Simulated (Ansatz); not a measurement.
**Ga2PN: how the settings move a single-point run**

Aim: see which settings change the result for Ga2PN, by how much, and at what cost. The cell is built on a prototype (ordering on rocksalt) and needn't be the phase found in nature.

Computed with Ansatz 0.2.0 (reference: DFT, HSE06, plane waves, PAW, unless a step's input says otherwise).

2 further runs of the same task are left out: 2 that didn't finish.

**1. The system as given**

The structure is tetragonal, space group P4/mmm (No. 123). The conventional cell has a = 3.352 Å, b = 3.352 Å, c = 4.733 Å, α = 90.00°, β = 90.00°, γ = 90.00°. Around N (site symmetry 4/mmm) lie 6 Ga at 2.37 Å. Ga (site symmetry 4/mmm) has 2 N at 2.37 Å and 4 P at 2.37 Å as nearest neighbours. P (site symmetry 4/mmm) is surrounded by 6 Ga at 2.37 Å. Ga (site symmetry 4/mmm) has 2 P at 2.37 Å and 4 N at 2.37 Å as nearest neighbours.

As a file:

```cif
data_structure
_symmetry_space_group_name_H-M 'P 1'
_symmetry_Int_Tables_number 1
_cell_length_a 3.3521
_cell_length_b 3.3521
_cell_length_c 4.7327
_cell_angle_alpha 90.000
_cell_angle_beta 90.000
_cell_angle_gamma 90.000
_cell_volume 53.18
loop_
_atom_site_label
_atom_site_type_symbol
_atom_site_fract_x
_atom_site_fract_y
_atom_site_fract_z
_atom_site_occupancy
N1 N 0.00000 0.00000 0.00000 1
Ga1 Ga 0.00000 0.00000 0.50000 1
P1 P 0.50000 0.50000 0.50000 1
Ga2 Ga 0.50000 0.50000 0.00000 1
```

**2. The reference run**

input.yaml

```yaml
crystal:
  lattice:
    - [3.3520943031, 0.0, 0.0]
    - [0.0, 3.3520943031, 0.0]
    - [0.0, 0.0, 4.7326784216]
  atoms:
    - { symbol: "N", position: [0.0, 0.0, 0.0] }
    - { symbol: Ga, position: [0.0, 0.0, 0.5] }
    - { symbol: P, position: [0.5, 0.5, 0.5] }
    - { symbol: Ga, position: [0.5, 0.5, 0.0] }
kpoints:
  mp_grid: { grid: [4, 4, 2] }
hamiltonian:
  xc: hse06
scf:
  occupations: { method: fermi_dirac, width: 0.02 }
  n_extra_bands: 5
output:
  forces: true
  stress: true
  eigenvalues: true
```

Launch:

```console
$ ansatz run input.yaml --threads 4 --pin off --max-ram 3686MiB --backend cpu --events-out ev --progress --plain --runs-dir out
```

**3. Changing settings: xc cam_b3lyp**

input.yaml: that of step 2 with these lines changed.

```diff
@@ -13,3 +13,3 @@
 hamiltonian:
-  xc: hse06
+  xc: cam_b3lyp
 scf:
```

**4. Variant: exchange pbe, correlation pbe, coeff 1.0**

input.yaml: that of step 2 with these lines changed.

```diff
@@ -13,3 +13,3 @@
 hamiltonian:
-  xc: hse06
+  xc: { exchange: pbe, correlation: pbe, exx: { coeff: 1.0 } }
 scf:
```

**5. Variant: occupations.method methfessel_paxton, occupations.width 0.5**

input.yaml: that of step 2 with these lines changed.

```diff
@@ -15,3 +15,3 @@
 scf:
-  occupations: { method: fermi_dirac, width: 0.02 }
+  occupations: { method: methfessel_paxton, width: 0.5 }
   n_extra_bands: 5
```

Before running it: what results should come out? Wanted: for each run, ending; energy change; pressure; gap; force.

**Answer**, as computed:

| run | ending | energy change | pressure (GPa) | gap (eV) | force (eV/Å) | cycles | time |
| --- | --- | --- | --- | --- | --- | --- | --- |
| reference | converged | 0 | 0.3 | 0.00 | 0.00 | 31 | 8.2 s |
| 1: xc cam_b3lyp | converged | not comparable | 0.4 | 0.00 | 0.00 | 44 | 11 s |
| 2: exchange pbe, correlation pbe, coeff 1.0 | converged | not comparable | -13.6 | 2.63 | 0.00 | 68 | 16 s |
| 3: occupations.method methfessel_paxton, occupations.width 0.5 | converged | +0.6 meV/atom (σ→0) | 0.3 | 0.00 | 0.00 | 22 | 7.1 s |

Residual by cycle in the longest SCF loop of each run; runs are numbered as in the table. The quantity is the density residual dr2, in eV.

```csv
cycle,reference,run 1,run 2,run 3
1,0.0246,4.8e-4,0.026,0.0095
2,0.00119,5.4e-5,0.00126,0.00268
4,7.6e-5,4.5e-5,6.7e-5,3.3e-5
5,4.9e-6,4.5e-5,7.5e-6,2.3e-6
6,1.9e-6,4.5e-5,5.2e-6,4.2e-7
8,1.2e-8,2.4e-6,2.1e-8,9.0e-9
9,2.5e-9,2.3e-6,6.8e-9,8.9e-10
11,-,4.5e-7,-,-
12,-,2.8e-7,-,-
13,-,2.4e-7,-,-
15,-,5.7e-8,-,-
16,-,8.5e-9,-,-
```

**Reading.** «occupations.method methfessel_paxton, occupations.width 0.5» moves the energy by +0.6 meV/atom. Of the variants the dearest is «exchange pbe, correlation pbe, coeff 1.0» (16 s), the cheapest «occupations.method methfessel_paxton, occupations.width 0.5» (7.1 s), on a shared host.
